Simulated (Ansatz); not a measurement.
# GaH5Se: a ladder of functionals and wavefunction methods

Aim: compute GaH5Se with functionals from several rungs and with coupled cluster. The yardstick is the atomisation energy at the CCSD(T) limit.

Method: functionals in def2-TZVPP, the program's frozen cores in correlated methods; program: Ansatz 0.2.0, Gaussian basis.

Levels to be run: LDA (SPW92), PBE-D4, revPBE-D4, BLYP-D4, r2SCAN-D4, B97M-V, PBE0-D4, B3LYP-D4, r2SCANh-D4, r2SCAN0-D4, HSE06-D4, BHLYP-D4, CAM-B3LYP-D4, LC-ωPBE, ωB97X-V, ωB97M-V, B2PLYP, PBE-QIDH; CCSD(T)/def2-SVP; CCSD(T)/def2-TZVPP; MP2/def2-QZVPP; extrapolation to the limit; RPA on PBE.

## 1. Structure used throughout

All runs share one geometry, relaxed beforehand with PBE0-D4 in a triple-zeta def2 set.

SMILES `[GaH3-][SeH2+]`, 7 atoms, charge 0, spin multiplicity 1.

Atoms are counted from 1 here; the program's logs count them from 0.

Bond lengths: Ga1–Se2 2.713 Å, Ga1–H3 1.575 Å, Ga1–H4 1.575 Å, Ga1–H5 1.574 Å, Se2–H6 1.469 Å, Se2–H7 1.469 Å. Angles: Se2–Ga1–H3 94.5°, Se2–Ga1–H4 94.5°, Se2–Ga1–H5 98.0°, H3–Ga1–H4 118.9°, H3–Ga1–H5 119.1°, H4–Ga1–H5 119.1°, Ga1–Se2–H6 97.0°, Ga1–Se2–H7 97.0°, H6–Se2–H7 91.5°.

Coordinates:

```
Ga   -0.8046   -0.6649   -0.5542
Se    0.7758    0.5918    1.2577
H    -0.3674   -2.1132   -0.1159
H    -2.1456   -0.0685    0.0174
H    -0.1834   -0.0397   -1.8587
H     2.0534    0.3563    0.5729
H     0.6718    1.9383    0.6808
```

## 2. LDA

This LDA is Slater exchange with PW92 correlation.

Input file in.yaml:

```yaml
crystal:
  periodic: [false, false, false]
  atoms:
    - {symbol: Ga, position_ang: [-0.804607, -0.664946, -0.554203]}
    - {symbol: Se, position_ang: [0.775784, 0.591770, 1.257714]}
    - {symbol: H, position_ang: [-0.367357, -2.113220, -0.115902]}
    - {symbol: H, position_ang: [-2.145611, -0.068507, 0.017423]}
    - {symbol: H, position_ang: [-0.183410, -0.039684, -1.858729]}
    - {symbol: H, position_ang: [2.053401, 0.356330, 0.572923]}
    - {symbol: H, position_ang: [0.671800, 1.938257, 0.680775]}
basis:
  gaussian: {orbitals: def2-TZVPP}
hamiltonian: {xc: lda}
output: {orbitals: {seedname: orbitals}}
```

The runs that follow: PBE-D4 (GGA); revPBE-D4 (GGA); BLYP-D4 (GGA); r2SCAN-D4 (meta-GGA); B97M-V (meta-GGA); PBE0-D4 (hybrid); B3LYP-D4 (hybrid); r2SCANh-D4 (hybrid); r2SCAN0-D4 (hybrid); HSE06-D4 (hybrid); BHLYP-D4 (hybrid); CAM-B3LYP-D4 (range-separated); LC-ωPBE-D4 (range-separated); ωB97X-V (range-separated); ωB97M-V (range-separated); B2PLYP (double hybrid); PBE-QIDH (double hybrid); CCSD(T) in def2-SVP; CCSD(T) in def2-TZVPP; MP2 in def2-QZVPP; RPA on PBE orbitals.

Q: Predict the results of all the runs planned. Wanted: atomisation energy, CCSD(T)/CBS; farthest beyond LDA; mean size of error, GGA; mean size of error, meta-GGA; mean size of error, hybrid; mean size of error, range-separated; mean size of error, double hybrid; gap, smallest and largest; T1 diagnostic.

The runs gave:

| quantity | value |
| --- | --- |
| atomisation energy, CCSD(T)/CBS | 1582.0 kJ/mol |
| functionals within 15.8 kJ/mol (1.0 %) | r2SCAN-D4, B97M-V, ωB97X-V |
| farthest beyond LDA | revPBE-D4 (-69.8 kJ/mol) |
| mean size of error, GGA | 53.6 kJ/mol |
| mean size of error, meta-GGA | 8.6 kJ/mol |
| mean size of error, hybrid | 36.3 kJ/mol |
| mean size of error, range-separated | 26.8 kJ/mol |
| mean size of error, double hybrid | 45.6 kJ/mol |
| gap, smallest and largest | 4.90 eV (LDA (SPW92)), 12.22 eV (LC-ωPBE) |
| T1 diagnostic | 0.0113 |
| triples share of the correlation energy | 3.3 % |

In words: LDA overbinds by 185.2 kJ/mol (12 %). PBE-D4 is off by -43.5 kJ/mol. Double hybrids carry the basis error of their MP2 part in triple zeta, and no dispersion term here, so their miss is partly the set-up's. By mean error the best rung here is meta-GGA (8.6 kJ/mol) and the worst beyond LDA is GGA (53.6 kJ/mol). The reference freezes the cores and leaves out relativity and excitations past (T), and its outer-core shells are covered unevenly, so misses under about 15.8 kJ/mol can't be ranked. All levels share the lack of spin-orbit coupling, which lowers the free heavy atoms and so the true binding. Hartree-Fock recovers 71 % of the binding; the rest is correlation. CCSD(T) in def2-SVP is off by -103.4 kJ/mol, so the small basis spoils what the method gains. The gap grows from 4.9 to 12.2 eV across the functionals, mostly with the share of exact exchange. Correlated methods include outer-core shells of Ga, Se, which these sets cover unevenly.
